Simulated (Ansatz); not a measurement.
# F2H5N2OTa: the cost of one run

All numbers below are computed with Ansatz 0.2.0 (RKS BHLYP-D4/def2-SVP).

## 1. Starting point

Bond lengths: Ta1–O2 2.020 Å, O2–H3 1.010 Å, Ta1–N4 2.160 Å, N4–H5 1.060 Å, N4–H6 1.060 Å, Ta1–N7 2.160 Å, N7–H8 1.060 Å, N7–H9 1.060 Å, Ta1–F10 1.930 Å, Ta1–F11 1.930 Å. Angles (14 of 17 angles, heavy atoms first): O2–Ta1–N4 90.0°, O2–Ta1–N7 90.0°, O2–Ta1–F10 120.0°, O2–Ta1–F11 120.0°, N4–Ta1–N7 180.0°, N4–Ta1–F10 90.0°, N4–Ta1–F11 90.0°, N7–Ta1–F10 90.0°, N7–Ta1–F11 90.0°, F10–Ta1–F11 120.0°, Ta1–O2–H3 109.5°, Ta1–N4–H5 120.0°, Ta1–N4–H6 120.0°, Ta1–N7–H8 120.0°.

Coordinates:

```xyz
11

Ta    0.0000    0.0000    0.0000
O     2.0200    0.0000    0.0000
H     2.3571   -0.5308    0.7903
N     0.0000    0.0000    2.1600
H    -0.2456   -0.8845    2.6900
H     0.2456    0.8845    2.6900
N     0.0000    0.0000   -2.1600
H    -0.6116   -0.6845   -2.6900
H     0.6116    0.6845   -2.6900
F    -0.9650    1.6714    0.0000
F    -0.9650   -1.6714    0.0000
```

## 2. Relaxing the start

File input.yaml:

```yaml
crystal:
  periodic: [false, false, false]
  atoms:
    - { symbol: Ta, position_ang: [0.0, 0.0, 0.0] }
    - { symbol: O, position_ang: [2.02, 0.0, 0.0] }
    - { symbol: H, position_ang: [2.3571, -0.5308, 0.7903] }
    - { symbol: "N", position_ang: [0.0, 0.0, 2.16] }
    - { symbol: H, position_ang: [-0.2456, -0.8845, 2.69] }
    - { symbol: H, position_ang: [0.2456, 0.8845, 2.69] }
    - { symbol: "N", position_ang: [0.0, 0.0, -2.16] }
    - { symbol: H, position_ang: [-0.6116, -0.6845, -2.69] }
    - { symbol: H, position_ang: [0.6116, 0.6845, -2.69] }
    - { symbol: F, position_ang: [-0.965, 1.6714, 0.0] }
    - { symbol: F, position_ang: [-0.965, -1.6714, 0.0] }
basis:
  gaussian: { orbitals: def2-SVP }
hamiltonian:
  xc: { name: BHLYP }
  dispersion: d4
relax:
  f_tol: 0.02
  max_steps: 40
output:
  orbitals: {}
```

Run with:

```sh
> ansatz run input.yaml --threads 2 --pin off --max-ram 3072MiB --backend cpu --events-out ev --progress --plain --runs-dir out
```

**Question.** How long does this run take on 2 threads of Intel Xeon at 2.50GHz (Skylake/Cascade Lake), shared host, and how much memory does it need?

About 10 min, with a peak of 0.34 GiB.
